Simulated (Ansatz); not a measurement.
# SrTl: the cost of one run

Program: Ansatz 0.2.0. Level of theory: DFT r²SCAN, scalar-relativistic, plane waves, PAW. These are calculated values, not measurements.

6 further runs of the same task are left out: 1 that didn't finish, 5 set aside as unsound or not needed.

## 1. The structure to begin with

It takes space group Pm-3m (No. 221, cubic). The conventional cell has a = 4.032 Å, b = 4.032 Å, c = 4.032 Å, α = 90.00°, β = 90.00°, γ = 90.00°. Sr (site symmetry m-3m) is surrounded by 8 Tl at 3.49 Å. Tl (site symmetry m-3m) has 8 Sr at 3.49 Å as nearest neighbours.

Structure file:

```xyz
2
Lattice="4.0320 0.0000 0.0000 0.0000 4.0320 0.0000 0.0000 0.0000 4.0320" Properties=species:S:1:pos:R:3 pbc="T T T"
Sr    0.0000    0.0000    0.0000
Tl    2.0160    2.0160    2.0160
```

The cell is the measured one, not relaxed. At r²SCAN, an earlier run found 0.73 GPa for this cell of 32.774 Å³/atom (8×8×8 mesh), metallic.

## 2. Bands on a fine mesh, Fermi surface

File input.yaml:

```yaml
crystal:
  lattice:
    - [4.0320016246, 0.0, 0.0]
    - [0.0, 4.0320016246, 0.0]
    - [0.0, 0.0, 4.0320016246]
  atoms:
    - { symbol: Sr, position: [0.0, 0.0, 0.0] }
    - { symbol: Tl, position: [0.5, 0.5, 0.5] }
basis:
  ecutwfc: 500
  ecutrho_ratio: 4
kpoints:
  mp_grid: { grid: [8, 8, 8] }
hamiltonian:
  xc: r2scan
scf:
  occupations: { method: gaussian, width: 0.05 }
output:
  forces: true
  stress: true
  eigenvalues: true
  eigenstates:
    nscf_kmesh: { grid: [16, 16, 16] }
    de_dk: true
    e_range: [-2.5, 2.5]
  write_density: true
  write_potential: true
  elf: true
  volumetric_format: npy
```

On the command line:

```bash
$ ansatz run input.yaml --threads 4 --pin off --max-ram 9216MiB --backend cpu --events-out ev --progress --plain --runs-dir out
```

What time and memory should one allow on 4 threads of Intel Xeon at 2.70GHz, shared host?

About 7.2 s, with a peak of 0.52 GiB.
